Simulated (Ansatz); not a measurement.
# CH₅AsSi (SMILES [SiH2]=C[AsH2]): single points off equilibrium

The atoms stand at a structure displaced at random from a GFN2-xTB minimum. How far do the functionals agree with CCSD(T) there?

Program: Ansatz 0.2.0, Gaussian basis. Level of theory: single points in def2-TZVPP. These are calculated values, not measurements.

Cores are frozen in the correlated methods. Filled d shells of the heavier atoms are correlated.

## 1. The starting structure

SMILES `[SiH2]=C[AsH2]`, 8 atoms, charge 0, spin multiplicity 1.

Atoms are counted from 1 here; the program's logs count them from 0.

Bond lengths: Si1–C2 1.681 Å, Si1–H4 1.450 Å, Si1–H5 1.404 Å, C2–As3 1.934 Å, C2–H6 1.075 Å, As3–H7 1.469 Å, As3–H8 1.367 Å. Angles: C2–Si1–H4 125.8°, C2–Si1–H5 125.5°, H4–Si1–H5 108.5°, Si1–C2–As3 126.6°, Si1–C2–H6 117.4°, As3–C2–H6 115.8°, C2–As3–H7 97.6°, C2–As3–H8 96.9°, H7–As3–H8 95.8°.

Geometry (Å):

```csv
atom,x (Å),y (Å),z (Å)
Si1,-1.0771,0.7633,-0.1855
C2,0.5855,0.5177,-0.1714
As3,1.5019,-1.1617,0.1142
H4,-2.0889,-0.2657,-0.0407
H5,-1.7185,1.9859,-0.4419
H6,1.2149,1.3841,-0.2674
H7,0.9646,-1.4519,1.4500
H8,0.6151,-1.9497,-0.5645
```

## 2. CCSD(T)/def2-TZVPP

run/in.yaml reads:

```yaml
crystal:
  periodic: [false, false, false]
  atoms:
    - {symbol: Si, position_ang: [-1.077100, 0.763300, -0.185500]}
    - {symbol: C, position_ang: [0.585500, 0.517700, -0.171400]}
    - {symbol: As, position_ang: [1.501900, -1.161700, 0.114200]}
    - {symbol: H, position_ang: [-2.088900, -0.265700, -0.040700]}
    - {symbol: H, position_ang: [-1.718500, 1.985900, -0.441900]}
    - {symbol: H, position_ang: [1.214900, 1.384100, -0.267400]}
    - {symbol: H, position_ang: [0.964600, -1.451900, 1.450000]}
    - {symbol: H, position_ang: [0.615100, -1.949700, -0.564500]}
basis:
  gaussian: {orbitals: def2-TZVPP}
correlation: {method: ccsd_t}
output: {forces: true}
```

The command line of these runs was not kept.

## 3. PBE0-D4/def2-TZVPP

Edit run/in.yaml of step 2 so:

```diff
@@ -13,3 +13,3 @@
   gaussian: {orbitals: def2-TZVPP}
-correlation: {method: ccsd_t}
-output: {forces: true}
+hamiltonian: {xc: pbe0, dispersion: d4}
+output: {forces: true, orbitals: {seedname: orbitals}}
```

## 4. wB97M-V/def2-TZVPP

Edit run/in.yaml of step 3 so:

```diff
@@ -13,3 +13,3 @@
   gaussian: {orbitals: def2-TZVPP}
-hamiltonian: {xc: pbe0, dispersion: d4}
-output: {forces: true, orbitals: {seedname: orbitals}}
+hamiltonian: {xc: {name: wB97M-V}}
+output: {forces: true}
```

## 5. r2SCAN-D4/def2-TZVPP

Edit run/in.yaml of step 4 so:

```diff
@@ -13,3 +13,3 @@
   gaussian: {orbitals: def2-TZVPP}
-hamiltonian: {xc: {name: wB97M-V}}
+hamiltonian: {xc: r2scan, dispersion: d4}
 output: {forces: true}
```

## 6. PBE-D4/def2-TZVPP

Edit run/in.yaml of step 5 so:

```diff
@@ -13,3 +13,3 @@
   gaussian: {orbitals: def2-TZVPP}
-hamiltonian: {xc: r2scan, dispersion: d4}
+hamiltonian: {xc: pbe, dispersion: d4}
 output: {forces: true}
```

## 7. BLYP-D4/def2-TZVPP

Edit run/in.yaml of step 6 so:

```diff
@@ -13,3 +13,3 @@
   gaussian: {orbitals: def2-TZVPP}
-hamiltonian: {xc: pbe, dispersion: d4}
+hamiltonian: {xc: {name: BLYP}, dispersion: d4}
 output: {forces: true}
```

## 8. BHLYP-D4/def2-TZVPP

Edit run/in.yaml of step 7 so:

```diff
@@ -13,3 +13,3 @@
   gaussian: {orbitals: def2-TZVPP}
-hamiltonian: {xc: {name: BLYP}, dispersion: d4}
+hamiltonian: {xc: {name: BHLYP}, dispersion: d4}
 output: {forces: true}
```

(Steps that only read results are left out.)

What does the calculation give? Wanted: energy less free atoms, CCSD(T)/def2-TZVPP; RMS force component; RMS force error; HOMO and LUMO, PBE0-D4; T1 diagnostic.

The runs gave:

```
                                  quantity                                                                                            value
energy less free atoms, CCSD(T)/def2-TZVPP                                                                                   -2253.1 kJ/mol
                       RMS force component                                                             1.189 to 1.354 eV/Å over the methods
                           RMS force error  PBE0-D4 0.176, wB97M-V 0.195, r2SCAN-D4 0.130, PBE-D4 0.194, BLYP-D4 0.193, BHLYP-D4 0.230 eV/Å
                    HOMO and LUMO, PBE0-D4                                                                               -6.66 and -1.57 eV
                             T1 diagnostic                                                                                            0.013
```

In words: Against CCSD(T) the functionals' energies less atoms differ by -74.9 to -16.2 kJ/mol, PBE-D4 by -74.9 kJ/mol. A larger basis would deepen the CCSD(T) value, while the functionals are nearly converged already, so the order here is not reliable. For forces r2SCAN-D4 does best and BHLYP-D4 worst. Frozen-core CCSD(T) forces in triple zeta carry basis errors of their own, and this is one geometry, so small gaps rank nothing. The restricted Hartree–Fock reference is unstable towards an unrestricted one at one or more of these structures.
